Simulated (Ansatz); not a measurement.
# Sc2Br: the cost of one run

Computed with Ansatz 0.2.0 (DFT PBE, scalar-relativistic, plane waves, PAW, unless a step's input says otherwise).

**1. Starting point**

The structure is tetragonal, space group I4_1/amd (No. 141). The conventional cell has a = 4.299 Å, b = 4.299 Å, c = 14.949 Å, α = 90.00°, β = 90.00°, γ = 90.00°. Around Sc (site symmetry 2mm) lie 3 Sc at 2.48 to 2.50 Å and 6 Br at 3.29 Å. Around Br (site symmetry -4m2) lie 12 Sc at 3.29 Å.

Coordinates:

```
CELL_PARAMETERS angstrom
-2.14975 2.14975 7.47462
2.14975 -2.14975 7.47462
2.14975 2.14975 -7.47462
ATOMIC_POSITIONS crystal
Sc 0.41650 0.41650 0.00000
Sc 0.16650 0.66650 0.50000
Sc 0.33350 0.83350 0.50000
Sc 0.58350 0.58350 0.00000
Br 0.00000 0.00000 0.00000
Br 0.75000 0.25000 0.50000
```

(A quick probe on a coarse mesh, which set the mesh and smearing, is not shown.)

**3. Coarse relaxation**

input.yaml reads:

```yaml
crystal:
  lattice:
    - [-2.1497482669, 2.1497482669, 7.4746215794]
    - [2.1497482669, -2.1497482669, 7.4746215794]
    - [2.1497482669, 2.1497482669, -7.4746215794]
  atoms:
    - { symbol: Sc, position: [0.4165, 0.4165, 0.0] }
    - { symbol: Sc, position: [0.1665, 0.6665, 0.5] }
    - { symbol: Sc, position: [0.3335, 0.8335, 0.5] }
    - { symbol: Sc, position: [0.5835, 0.5835, 0.0] }
    - { symbol: Br, position: [0.0, 0.0, 0.0] }
    - { symbol: Br, position: [0.75, 0.25, 0.5] }
basis:
  ecutwfc: 420
kpoints:
  mp_grid: { grid: [6, 6, 6] }
hamiltonian:
  xc: pbe
scf:
  occupations: { method: gaussian, width: 0.1 }
  lower_state_search: "off"
output:
  forces: true
  stress: true
  eigenvalues: true
relax:
  adjacent_minimum: "off"
  f_tol: 0.04
  max_steps: 70
  cell: { stress_tol: 0.4 }
```

Run with:

```
$ ansatz run input.yaml --threads 1 --pin off --max-ram 2560MiB --backend cpu --events-out ev --progress --plain --runs-dir out
```

What time and memory should one allow on 1 thread of Intel Xeon Platinum 8488C (Sapphire Rapids), shared host?

About 2.9 min, with a peak of 0.5 GiB.
